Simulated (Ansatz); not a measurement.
# BF2HO: the cost of one run

Program: Ansatz 0.2.0, Gaussian basis. Level of theory: PBE0-D4/def2-TZVP structures, single points in def2-TZVPP, no counterpoise correction. These are calculated values, not measurements.

Levels: SPW92, PBE-D4, BLYP-D4, r2SCAN-D4, B97M-V, PBE0-D4, B3LYP-D4, r2SCAN0-D4, BHLYP-D4, CAM-B3LYP-D4, wB97X-V, wB97M-V, B2PLYP, PBE-QIDH, RPA on PBE, Hartree-Fock, MP2, CCSD, CCSD(T).

Cores are frozen in the correlated methods. Filled d shells of the heavier atoms are correlated. B3LYP uses VWN-RPA correlation. B2PLYP carries no dispersion term here.

96 further runs of the same task are left out: 2 that didn't finish, 94 set aside as unsound or not needed.

### Step 1. Where the work starts

The complex: 7 atoms, charge 0, spin multiplicity 1.

Atoms are counted from 1 here; the program's logs count them from 0.

Bond lengths: B1–O2 1.352 Å, B1–F3 1.323 Å, B1–F4 1.314 Å, O2–H7 0.961 Å, H5–Br6 1.429 Å. Angles: O2–B1–F3 121.8°, O2–B1–F4 119.0°, F3–B1–F4 119.2°, B1–O2–H7 114.1°.

As a file:

```xyz
7
charge 0, multiplicity 1
B    -0.47404    0.91395   -0.70679
O     0.35767   -0.09085   -0.35065
F    -0.33249    1.56222   -1.85107
F    -1.44773    1.25408    0.10656
H     0.35564   -1.23744    1.34257
Br    0.49777   -2.12205    2.45620
H     1.04319   -0.27991   -0.99691
```

Its parts: BF2HO holds atoms 1, 2, 3, 4, 7; HBr holds atoms 5, 6. Each part counts its atoms afresh in its own runs.

### Step 2. Relaxing BF2HO alone

relax-a/in.yaml

```yaml
crystal:
  periodic: [false, false, false]
  atoms:
    - {symbol: B, position_ang: [-0.474039, 0.913952, -0.706791]}
    - {symbol: O, position_ang: [0.357667, -0.090851, -0.350647]}
    - {symbol: F, position_ang: [-0.332492, 1.562218, -1.851072]}
    - {symbol: F, position_ang: [-1.447735, 1.254078, 0.106557]}
    - {symbol: H, position_ang: [1.043188, -0.279910, -0.996911]}
basis:
  gaussian: {orbitals: def2-TZVP}
hamiltonian: {xc: pbe0, dispersion: d4}
relax: {f_tol: 0.005, max_steps: 200}
```

Command:

```bash
$ ansatz run in.yaml --threads 4 --pin off --events-out ev --progress --plain --max-ram 9574MiB
```

**Question.** How long does this run take on 4 threads of AMD EPYC, shared host?

About 20 s.
